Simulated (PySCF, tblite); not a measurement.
**C3H7FSeSi: geometry, infrared bands and NMR shifts**

Aim: predict the infrared bands and NMR shifts of C3H7FSeSi (`C=C(F)[SiH2]C[SeH]`).

The runs use tblite 0.8.0 and PySCF 2.14.0, with density-fitted response routines of our own; the level of theory stands in each step. All values are computed, except where a source is named. Atoms count from 0, in the outputs and in this text.

### 1 The starting structure

13 atoms, charge 0, multiplicity 1; geometry from: force field or distance geometry start.

Bonds of the start (Å): C0–C1 1.34, C1–F2 1.35, C1–Si3 1.85, Si3–C4 1.88, C4–Se5 1.94, C0–H6 1.08, C0–H7 1.09, Si3–H8 1.46, Si3–H9 1.47, C4–H10 1.11, C4–H11 1.11, Se5–H12 1.54.

### 2 Relaxing the molecule with GFN2-xTB

What the job is given:

```
{"job": {"kind": "relax", "xc": "GFN2-xTB", "basis": "xTB"}, "charge": 0, "multiplicity": 1}
C     -1.812500     0.784700     0.927300
C     -1.095500     1.200600    -0.119800
F     -1.026400     2.513500    -0.417700
Si    -0.146600    -0.005000    -1.149300
C      1.108600    -0.910100    -0.079200
Se     2.383000     0.366200     0.631300
H     -1.878400    -0.260600     1.189900
H     -2.364000     1.513700     1.528800
H      0.551800     0.698200    -2.222400
H     -1.083100    -0.990700    -1.716400
H      1.641400    -1.656900    -0.710400
H      0.587500    -1.429100     0.748200
H      3.129800    -0.760000     1.371900
```

Launch:

```bash
$ OMP_NUM_THREADS=1 python probes_run.py task.json out
```

One launch serves the whole session: the jobs run in the order shown.

**Question.** This job is followed by: GFN2-xTB harmonic vibrations, gas phase; GIAO PBE0/pcSseg-1 NMR shielding, non-relativistic, gas phase. Predict these results of the whole session: strongest single infrared mode (GFN2-xTB); zero-point energy (GFN2-xTB); 13C shifts against TMS (PBE0/pcSseg-1); 1H shifts against TMS (PBE0/pcSseg-1, means over atoms taken as alike); 19F shifts against CFCl3 (PBE0/pcSseg-1); 29Si shifts against TMS (PBE0/pcSseg-1); 77Se shifts against Me2Se (PBE0/pcSseg-1); surface potential, 1st and 99th percentile.

**Answer**, as computed:

| quantity | value |
| --- | --- |
| strongest single infrared mode (GFN2-xTB) | 2001 cm⁻¹, 474 km/mol |
| zero-point energy (GFN2-xTB) | 52.0 kcal/mol |
| 13C shifts against TMS (PBE0/pcSseg-1) | 176.9, 117.9, 3.0 ppm |
| 1H shifts against TMS (PBE0/pcSseg-1, means over atoms taken as alike) | 5.93, 5.86, 4.58, 2.38, 2.05 ppm |
| 19F shifts against CFCl3 (PBE0/pcSseg-1) | -92.9 ppm |
| 29Si shifts against TMS (PBE0/pcSseg-1) | -53.3 ppm |
| 77Se shifts against Me2Se (PBE0/pcSseg-1) | -121 ppm |
| surface potential, 1st and 99th percentile | -0.87 V and 1.15 V |

What this shows: Relaxing lowered the energy by 0.253 eV in 140 steps; the close pair that moved most is Se5–H12, from 1.541 to 1.453 Å. No mode is imaginary among the 33: a minimum at this level. The strongest single mode, at 2001 cm⁻¹, moves mainly H12. Unscaled tight-binding wavenumbers are off by several per cent, some by more. Its intensities can rank the bands wrongly. At PBE0/pcSseg-1: Shielding is most anisotropic at Se5 (span 864 ppm, paramagnetic term -1119 ppm). Spin-orbit coupling is left out, which matters for shieldings and couplings at and beside the heavy atoms.
